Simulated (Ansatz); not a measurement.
# ClH9O3Si4: the cost of one run

The runs use Ansatz 0.2.0, Gaussian basis; PBE0-D4/def2-TZVP structures, single points in def2-TZVPP, no counterpoise correction.

Levels: SPW92, PBE-D4, BLYP-D4, r2SCAN-D4, B97M-V, PBE0-D4, B3LYP-D4, r2SCAN0-D4, BHLYP-D4, CAM-B3LYP-D4, wB97X-V, wB97M-V, B2PLYP, PBE-QIDH, RPA on PBE, Hartree-Fock, MP2, CCSD, CCSD(T).

Correlated methods freeze the cores. B3LYP uses VWN-RPA correlation. B2PLYP carries no dispersion term here.

93 further runs of the same task are left out: 93 set aside as unsound or not needed. Runs told in other sessions of the task aren't counted.

## (1) Starting geometry

The complex: 20 atoms, charge 0, spin multiplicity 1.

Atoms are counted from 1 here; the program's logs count them from 0.

Bond lengths: Si1–O2 1.599 Å, Si1–O4 1.603 Å, Si1–O6 1.606 Å, Si1–Cl8 2.062 Å, O2–Si3 1.640 Å, Si3–H11 1.485 Å, Si3–H12 1.483 Å, Si3–H13 1.482 Å, O4–Si5 1.640 Å, Si5–H14 1.482 Å, Si5–H15 1.483 Å, Si5–H16 1.485 Å, O6–Si7 1.640 Å, Si7–H17 1.482 Å, Si7–H18 1.484 Å, Si7–H19 1.485 Å, H9–O10 0.960 Å, O10–H20 0.962 Å. Angles: O2–Si1–O4 113.3°, O2–Si1–O6 108.2°, O2–Si1–Cl8 109.5°, O4–Si1–O6 109.5°, O4–Si1–Cl8 108.8°, O6–Si1–Cl8 107.4°, Si1–O2–Si3 151.9°, O2–Si3–H11 106.2°, O2–Si3–H12 110.9°, O2–Si3–H13 111.1°, H11–Si3–H12 108.8°, H11–Si3–H13 108.9°, H12–Si3–H13 110.8°, Si1–O4–Si5 151.9°, O4–Si5–H14 111.2°, O4–Si5–H15 110.9°, O4–Si5–H16 106.1°, H14–Si5–H15 110.9° and more.

Coordinates:

| atom | x (Å) | y (Å) | z (Å) |
| --- | --- | --- | --- |
| Si1 | -0.28944 | -0.53888 | -0.43266 |
| O2 | -0.32812 | 0.80237 | -1.30221 |
| Si3 | 0.32780 | 2.21643 | -1.81115 |
| O4 | -0.35855 | -0.27220 | 1.14625 |
| Si5 | 0.23250 | 0.37754 | 2.53159 |
| O6 | -1.52889 | -1.46049 | -0.87435 |
| Si7 | -2.31071 | -2.88600 | -0.66154 |
| Cl8 | 1.43812 | -1.58243 | -0.85615 |
| H9 | 2.86995 | 1.91289 | 0.67466 |
| O10 | 2.23333 | 1.25362 | 0.39016 |
| H11 | -0.57839 | 2.73910 | -2.86489 |
| H12 | 1.67029 | 1.99535 | -2.40040 |
| H13 | 0.39469 | 3.20082 | -0.70521 |
| H14 | 0.29816 | 1.85559 | 2.44540 |
| H15 | 1.56210 | -0.19180 | 2.85706 |
| H16 | -0.72395 | 0.00125 | 3.60370 |
| H17 | -3.57257 | -2.82807 | -1.43644 |
| H18 | -1.46618 | -4.00247 | -1.15518 |
| H19 | -2.61180 | -3.09306 | 0.77769 |
| H20 | 2.74148 | 0.50057 | 0.07366 |

Its parts: ClH9O3Si4 holds atoms 1, 2, 3, 4, 5, 6, 7, 8, 11, 12, 13, 14, 15, 16, 17, 18, 19; H2O holds atoms 9, 10, 20. Each part counts its atoms afresh in its own runs.

## (2) Relaxing ClH9O3Si4 alone

relax-a/in.yaml

```yaml
crystal:
  periodic: [false, false, false]
  atoms:
    - {symbol: Si, position_ang: [-0.289444, -0.538883, -0.432655]}
    - {symbol: O, position_ang: [-0.328121, 0.802369, -1.302214]}
    - {symbol: Si, position_ang: [0.327804, 2.216427, -1.811145]}
    - {symbol: O, position_ang: [-0.358547, -0.272199, 1.146252]}
    - {symbol: Si, position_ang: [0.232496, 0.377537, 2.531586]}
    - {symbol: O, position_ang: [-1.528888, -1.460488, -0.874346]}
    - {symbol: Si, position_ang: [-2.310713, -2.886004, -0.661541]}
    - {symbol: Cl, position_ang: [1.438122, -1.582431, -0.856152]}
    - {symbol: H, position_ang: [-0.578388, 2.739099, -2.864892]}
    - {symbol: H, position_ang: [1.670291, 1.995352, -2.400395]}
    - {symbol: H, position_ang: [0.394689, 3.200816, -0.705208]}
    - {symbol: H, position_ang: [0.298156, 1.855587, 2.445403]}
    - {symbol: H, position_ang: [1.562097, -0.191802, 2.857061]}
    - {symbol: H, position_ang: [-0.723948, 0.001248, 3.603698]}
    - {symbol: H, position_ang: [-3.572573, -2.828069, -1.436445]}
    - {symbol: H, position_ang: [-1.466181, -4.002468, -1.155182]}
    - {symbol: H, position_ang: [-2.611802, -3.093064, 0.777692]}
basis:
  gaussian: {orbitals: def2-TZVP}
hamiltonian: {xc: pbe0, dispersion: d4}
relax: {f_tol: 0.005, max_steps: 200}
```

The run is started by

```console
$ ansatz run in.yaml --threads 4 --pin off --events-out ev --progress --plain --max-ram 66560MiB --backend cuda --devices 0, --max-vram 37GiB
```

**Question.** How long does this run take on 1 × a share of an NVIDIA H100 with 4 threads of AMD EPYC 7R13, shared host?

About 3.9 min.
